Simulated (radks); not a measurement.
# The first electron to leave Ga⁸⁺

Ga⁸⁺ stands in [Ar] 3d(3/2: 4, 5/2: 1). From which sub-shell is an electron easiest to take? Each removal is a run of its own. The parent's configuration is the lowest that an earlier search found at this level.

Program: radks (a radial shooting solver on a logarithmic mesh, Libxc functionals) version 1. Level of theory: Dirac Kohn-Sham, BLYP, spin-unpolarised, spherical densities, finite nucleus. These are calculated values, not measurements, unless marked.

1 further run of the same task is left out (set aside as unsound or not needed).

## (1) The system

| Item | Value |
| --- | --- |
| element | gallium (Z = 31) |
| charge | +8 |
| electrons | 23 |
| configuration | [Ar] 3d(3/2: 4, 5/2: 1) |
| nuclear rms radius | 3.9973 fm |

A shell typed twice in an input gives the lower j, then the higher j.

## (2) The parent, Ga⁸⁺

From an earlier run at this level the parent has E = -1920.761103 hartree and these outer levels (eV):

```csv
level,occupation,energy (eV)
2s1/2,2,-1456.5
2p1/2,2,-1311.8
2p3/2,4,-1284.1
3s1/2,2,-323.35
3p1/2,2,-275.73
3p3/2,4,-271.49
3d3/2,4,-191.30
3d5/2,1,-190.62
```

## (3) Remove 3d5/2: [Ar] 3d(3/2: 4, 5/2: 0)

Settings of this run:

```text
Z 31
configuration [Ar] 3d4 3d0
relativity Dirac
functional b88,lyp
spin unpolarised
j_filling energy
nucleus finite rms 3.9973 fm
c 137.035999084
```

## (4) Remove 3d3/2: [Ar] 3d(3/2: 3, 5/2: 1)

Input: that of step 3 with these lines changed.

```diff
@@ -1,3 +1,3 @@
 Z 31
-configuration [Ar] 3d4 3d0
+configuration [Ar] 3d3 3d1
 relativity Dirac
```

## (5) Remove 3p3/2: [Ne] 3s2 3p(1/2: 2, 3/2: 3) 3d(3/2: 4, 5/2: 1)

Input: that of step 4 with these lines changed.

```diff
@@ -1,3 +1,3 @@
 Z 31
-configuration [Ar] 3d3 3d1
+configuration [Ne] 3s2 3p2 3p3 3d4 3d1
 relativity Dirac
```

## (6) Remove 3p1/2: [Ne] 3s2 3p(1/2: 1, 3/2: 4) 3d(3/2: 4, 5/2: 1)

Input: that of step 5 with these lines changed.

```diff
@@ -1,3 +1,3 @@
 Z 31
-configuration [Ne] 3s2 3p2 3p3 3d4 3d1
+configuration [Ne] 3s2 3p1 3p4 3d4 3d1
 relativity Dirac
```

**Question.** What will these runs give? Wanted: for each run, case; final configuration; Δ-SCF; −ε of the level emptied.

As calculated:

```csv
case,final configuration,Δ-SCF (eV),−ε of the level emptied (eV)
remove 3d5/2,"[Ar] 3d(3/2: 4, 5/2: 0)",207.31,190.62
remove 3d3/2,"[Ar] 3d(3/2: 3, 5/2: 1)",208.04,191.30
remove 3p3/2,"[Ne] 3s2 3p(1/2: 2, 3/2: 3) 3d(3/2: 4, 5/2: 1)",287.97,271.49
remove 3p1/2,"[Ne] 3s2 3p(1/2: 1, 3/2: 4) 3d(3/2: 4, 5/2: 1)",292.37,275.73
```

What this shows: Removal from 3d5/2 costs least (207.31 eV), ahead of 3d3/2 (208.04 eV). 3d5/2 is also the highest occupied level of the parent. NIST lists 211 eV (theoretical), between the same two configurations. Spin polarisation and multiplet splitting are left out, so open shells lie too high by an amount that depends on their filling.
